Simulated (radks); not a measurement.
**Valence configurations of Mn⁺**

Aim: which of several valence configurations of Mn⁺ lies lowest at this level, and whether it is the one NIST lists ([Ar] 3d5 4s1).

The numbers are computed with radks (a radial shooting solver on a logarithmic mesh, Libxc functionals) version 1 (Dirac Kohn-Sham, PBE, spin-unpolarised, spherical densities, finite nucleus; open shells fill j = l - 1/2 first), except any that are marked as measured or tabulated.

## Step 1: The atom as given

```
element            : manganese (Z = 25)
charge             : +1
electrons          : 24
configuration      : [Ar] 3d5 4s1
nuclear rms radius : 3.7057 fm
others tried       : 3d4 4s1 4p1; 3d5 4p1; 3d5 4s0.5 4p0.5; 3d4 4s2; 3d6; 3d4 4p2; 3d4.5 4s0.5 4p1; 3d3 4s1 4p2; 3d4.5 4s1.5
```

## Step 2: [Ar] 3d5 4s1

The run's settings:

```text
Z 25
configuration [Ar] 3d5 4s1
relativity Dirac
functional pbe,pbe
spin unpolarised
j_filling energy
nucleus finite rms 3.7057 fm
c 137.035999084
```

## Step 3: [Ar] 3d4 4s1 4p1

Settings, as their differences from step 2:

```diff
@@ -1,3 +1,3 @@
 Z 25
-configuration [Ar] 3d5 4s1
+configuration [Ar] 3d4 4s1 4p1
 relativity Dirac
```

## Step 4: [Ar] 3d5 4p1

Settings, as their differences from step 3:

```diff
@@ -1,3 +1,3 @@
 Z 25
-configuration [Ar] 3d4 4s1 4p1
+configuration [Ar] 3d5 4p1
 relativity Dirac
```

## Step 5: [Ar] 3d5 4s0.5 4p0.5

Settings, as their differences from step 4:

```diff
@@ -1,3 +1,3 @@
 Z 25
-configuration [Ar] 3d5 4p1
+configuration [Ar] 3d5 4s0.5 4p0.5
 relativity Dirac
```

## Step 6: [Ar] 3d4 4s2

Settings, as their differences from step 5:

```diff
@@ -1,3 +1,3 @@
 Z 25
-configuration [Ar] 3d5 4s0.5 4p0.5
+configuration [Ar] 3d4 4s2
 relativity Dirac
```

## Step 7: [Ar] 3d6

Settings, as their differences from step 6:

```diff
@@ -1,3 +1,3 @@
 Z 25
-configuration [Ar] 3d4 4s2
+configuration [Ar] 3d6
 relativity Dirac
```

## Step 8: [Ar] 3d4 4p2

Settings, as their differences from step 7:

```diff
@@ -1,3 +1,3 @@
 Z 25
-configuration [Ar] 3d6
+configuration [Ar] 3d4 4p2
 relativity Dirac
```

## Step 9: [Ar] 3d4.5 4s0.5 4p1

Settings, as their differences from step 8:

```diff
@@ -1,3 +1,3 @@
 Z 25
-configuration [Ar] 3d4 4p2
+configuration [Ar] 3d4.5 4s0.5 4p1
 relativity Dirac
```

## Step 10: [Ar] 3d3 4s1 4p2

Settings, as their differences from step 9:

```diff
@@ -1,3 +1,3 @@
 Z 25
-configuration [Ar] 3d4.5 4s0.5 4p1
+configuration [Ar] 3d3 4s1 4p2
 relativity Dirac
```

## Step 11: [Ar] 3d4.5 4s1.5

Settings, as their differences from step 10:

```diff
@@ -1,3 +1,3 @@
 Z 25
-configuration [Ar] 3d3 4s1 4p2
+configuration [Ar] 3d4.5 4s1.5
 relativity Dirac
```

**Question.** What will these runs give? Wanted: for each run, valence; E − E(NIST configuration); highest level; its energy; 1s shift.

The runs gave:

| valence | E − E(NIST configuration) (eV) | highest level | its energy (eV) | 1s shift (eV) |
| --- | --- | --- | --- | --- |
| 3d6 | -1.533 | 3d5/2 | -10.637 | +5.05 |
| 3d5 4s1 | 0.000 | 4s1/2 | -11.871 | +0.00 |
| 3d4.5 4s1.5 | 1.891 | 4s1/2 | -12.701 | -3.09 |
| 3d5 4s0.5 4p0.5 | 2.330 | 4p1/2 | -7.591 | -0.70 |
| 3d5 4p1 | 4.687 | 4p1/2 | -7.930 | -1.38 |
| 3d4 4s2 | 4.687 | 4s1/2 | -13.553 | -6.52 |
| 3d4.5 4s0.5 4p1 | 6.835 | 4p1/2 | -8.471 | -4.47 |
| 3d4 4s1 4p1 | 9.898 | 4p1/2 | -9.027 | -7.88 |
| 3d4 4p2 | 15.208 | 4p1/2 | -9.611 | -9.19 |
| 3d3 4s1 4p2 | 25.199 | 4p1/2 | -10.699 | -16.97 |

In words: This level puts 3d6 lowest, 1.533 eV under the NIST configuration. The energies are those of spherical spin-averaged densities, not of single terms. The 1s eigenvalue shifts by up to 16.97 eV as the valence charge is rearranged.
